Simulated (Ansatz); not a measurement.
# Ga4Ir: the cost of one run

Computed with Ansatz 0.2.0 (DFT PBE, scalar-relativistic, plane waves, PAW, unless a step's input says otherwise).

**1. The starting structure**

It takes space group Im-3m (No. 229, cubic). Conventional cell: a = 5.532 Å, b = 5.532 Å, c = 5.532 Å, α = 90.00°, β = 90.00°, γ = 90.00°. Around Ga (site symmetry -3m) lie 2 Ir at 2.40 Å. Around Ir (site symmetry m-3m) lie 8 Ga at 2.40 Å.

Coordinates:

```xyz
5
Lattice="-2.7661 2.7661 2.7661 2.7661 -2.7661 2.7661 2.7661 2.7661 -2.7661" Properties=species:S:1:pos:R:3 pbc="T T T"
Ga    1.3831    1.3831   -1.3831
Ga   -1.3831    1.3831    1.3831
Ga    1.3831    1.3831    1.3831
Ga    1.3831   -1.3831    1.3831
Ir    0.0000    0.0000    0.0000
```

Recipe of the guess: species swapped into a database cell of NiHg4 (Im-3m, No. 229), with Ir on the Ni sites and Ga on the Hg sites. Lengths come from tabulated atomic sizes and are only a guess.

**2. The guess as it stands, on a coarse mesh**

Input file input.yaml:

```yaml
crystal:
  lattice:
    - [-2.76611526, 2.76611526, 2.76611526]
    - [2.76611526, -2.76611526, 2.76611526]
    - [2.76611526, 2.76611526, -2.76611526]
  atoms:
    - { symbol: Ga, position: [0.0, 0.0, 0.5] }
    - { symbol: Ga, position: [0.5, 0.0, 0.0] }
    - { symbol: Ga, position: [0.5, 0.5, 0.5] }
    - { symbol: Ga, position: [0.0, 0.5, 0.0] }
    - { symbol: Ir, position: [0.0, 0.0, 0.0] }
basis:
  ecutwfc: 420
kpoints:
  mp_grid: { grid: [4, 4, 4] }
hamiltonian:
  xc: pbe
scf:
  occupations: { method: gaussian, width: 0.1 }
  lower_state_search: "off"
output:
  forces: true
  stress: true
  eigenvalues: true
```

The run is started by

```bash
> ansatz run input.yaml --threads 1 --pin off --max-ram 2048MiB --backend cpu --events-out ev --progress --plain --runs-dir out
```

**Question.** How long does this run take on 1 thread of Arm Neoverse V2, shared host, and how much memory does it need?

About 1.6 s, with a peak of 0.34 GiB.
